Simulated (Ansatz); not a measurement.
**Si2Mo: properties at the relaxed cell**

The task here is to estimate one member of a computed series from the others.

Program: Ansatz 0.2.0. Level of theory: DFT r2SCAN, scalar-relativistic, plane waves, PAW. These are calculated values, not measurements.

### The structure to begin with

It takes space group P6_222 (No. 180, hexagonal). The conventional cell has a = 4.584 Å, b = 4.584 Å, c = 6.577 Å, α = 90.00°, β = 90.00°, γ = 120.00°. Si (site symmetry 2) is surrounded by 5 Si at 2.55 to 2.67 Å and 5 Mo at 2.57 to 2.67 Å. Mo (site symmetry 222) is surrounded by 10 Si at 2.57 to 2.67 Å.

Structure file:

```
CELL_PARAMETERS angstrom
4.58398 0.00000 0.00000
-2.29199 3.96984 0.00000
0.00000 0.00000 6.57684
ATOMIC_POSITIONS crystal
Si 0.16386 0.83614 0.83333
Si 0.32772 0.16386 0.16667
Si 0.83614 0.67228 0.50000
Si 0.83614 0.16386 0.83333
Si 0.67228 0.83614 0.16667
Si 0.16386 0.32772 0.50000
Mo 0.50000 0.00000 0.50000
Mo 0.00000 0.50000 0.16667
Mo 0.50000 0.50000 0.83333
```

It goes back to an entry of the Materials Project, which need not be the stable form.

This cell was relaxed beforehand with the same method: volume 13.30 Å³/atom, gap on the mesh 0.16 eV.

Set-up of the first run:

input.yaml reads:

```yaml
crystal:
  lattice:
    - [4.5376709706, 0.0, 0.0]
    - [-2.2688354853, 3.9297383345, 0.0]
    - [0.0, 0.0, 6.5104040854]
  atoms:
    - { symbol: Si, position: [0.1638603719, 0.8361396281, 0.8333333333] }
    - { symbol: Si, position: [0.3277207439, 0.1638603719, 0.1666666667] }
    - { symbol: Si, position: [0.8361396281, 0.6722792561, 0.5] }
    - { symbol: Si, position: [0.8361396281, 0.1638603719, 0.8333333333] }
    - { symbol: Si, position: [0.6722792561, 0.8361396281, 0.1666666667] }
    - { symbol: Si, position: [0.1638603719, 0.3277207439, 0.5] }
    - { symbol: Mo, position: [0.5, 0.0, 0.5] }
    - { symbol: Mo, position: [0.0, 0.5, 0.1666666667] }
    - { symbol: Mo, position: [0.5, 0.5, 0.8333333333] }
basis:
  ecutwfc: 500
kpoints:
  mp_grid: { grid: [12, 12, 6] }
hamiltonian:
  xc: r2scan
scf:
  occupations: { method: gaussian, width: 0.01 }
output:
  forces: true
  stress: true
  eigenvalues: true
relax:
  adjacent_minimum: "off"
  f_tol: 0.01
  max_steps: 30
  cell: { stress_tol: 0.1, fix: [volume] }
```

The run is started by

```
> ansatz run input.yaml --threads 2 --pin off --max-ram 5120MiB --backend cpu --events-out ev --progress --plain --runs-dir out
```

Among the steps run: The cell scaled to 0.97 of its volume; Point at V/V0 = 1.03; Volume × 0.94; Volume × 1.06; The cell scaled to 0.91 of its volume; The cell scaled to 1.10 of its volume; The cell scaled to 0.88 of its volume.

One table of the session follows, with a row left open; its other results are not shown here.

It belongs to the step «Energy against volume». 

```
volume (Å³/atom)  energy above the lowest point (meV/atom)  pressure (GPa)  gap on the mesh (eV)
          11.702                                     166.5           37.51                  0.07
          12.101                                      88.2           25.72                  0.10
          12.500                                         ?               ?                     ?
          12.899                                       8.7            7.22                  0.14
          13.298                                       0.0            0.00                  0.16
          13.697                                       7.8           -6.12                  0.17
          14.096                                      29.7          -11.29                  0.18
          14.628                                      76.9          -16.95                  0.18
```

**Question.** Estimate the row for volume (Å³/atom) = 12.500.

Worked estimate for «energy above the lowest point (meV/atom)». A straight line through the neighbours (12.101, 88.2) and (12.899, 8.7) gives 88.2 + (8.7 − 88.2) × (12.500 − 12.101) / (12.899 − 12.101) = 48.5; a parabola fitted to 4 rows on both sides gives 36.9.

**Answer.** energy above the lowest point (meV/atom): 37.0; pressure (GPa): 15.71; gap on the mesh (eV): 0.12. In «energy above the lowest point (meV/atom)» the line misses by +11.5 and the parabola by -0.1.
